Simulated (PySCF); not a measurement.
**The bond of AlGa+, level by level**

An exercise on one series of results from a longer session: the logs are not shown, and one member is left open.

The runs use PySCF 2.14.0; Al 6-31G(d,p), Ga 6-31G(d,p), no relativity.

The first run:

Settings of the job:

```yaml
atoms: Al, Ga
charge: 1
basis: Al 6-31G(d,p), Ga 6-31G(d,p)
Hamiltonian: no relativity
basis_functions: 50
electrons_treated: 43
masses_in_u: 26.9815, 68.9256
levels: PBE0, PBE, r²SCAN, PBEsol, MN15, M06, HF, MP2, SCS-MP2, CCSD, CCSD(T)
grid: 80 radial by 434 angular points
occupations: held fixed by the projection of orbital angular momentum
dissociation_limit: Al+ + Ga, each in its ground configuration
starting_distance_in_angstrom: 2.500
values_of_2S_to_try: 1, 3
```

On the command line:

```console
> OMP_NUM_THREADS=1 python dia.py task.json out
```

Among the steps run: Input; First curve: PBE0; Excited determinants; PBE; r²SCAN (meta-GGA); PBEsol; MN15; M06; ROHF; Correlated methods on the Hartree–Fock reference.

One table of the session follows, with a row left open; its other results are not shown here.

It belongs to the step «The curves together». Energy (eV) from each level's lowest point:

| R (Å) | ROHF | ROHF-MP2 | ROHF-SCS-MP2 | ROHF-CCSD | ROHF-CCSD(T) |
| --- | --- | --- | --- | --- | --- |
| 2.755 | 0.308 | 0.195 | 0.211 | n/a | n/a |
| 2.884 | 0.158 | 0.077 | 0.087 | 0.079 | 0.073 |
| 3.012 | 0.067 | 0.017 | 0.023 | 0.018 | 0.015 |
| 3.108 | 0.028 | 0.000 | 0.002 | 0.000 | 0.000 |
| 3.204 | ? | ? | ? | ? | ? |
| 3.300 | 0.000 | 0.013 | 0.011 | 0.013 | 0.017 |
| 3.428 | 0.007 | 0.045 | 0.040 | 0.044 | 0.050 |
| 3.588 | 0.032 | 0.098 | 0.090 | 0.096 | 0.106 |
| 3.781 | 0.078 | 0.172 | 0.162 | 0.169 | 0.181 |
| 4.037 | 0.153 | 0.276 | 0.263 | n/a | n/a |

Q: Estimate the row for R (Å) = 3.204 from the others.

Worked estimate for «ROHF». A straight line through the neighbours (3.108, 0.028) and (3.300, 0.000) gives 0.028 + (0.000 − 0.028) × (3.204 − 3.108) / (3.300 − 3.108) = 0.014; a parabola fitted to 4 rows on both sides gives 0.007.

The run gave: ROHF: 0.007; ROHF-MP2: 0.000; ROHF-SCS-MP2: 0.000; ROHF-CCSD: 0.000; ROHF-CCSD(T): 0.002. In «ROHF» the line misses by +0.007 and the parabola by 0.000.
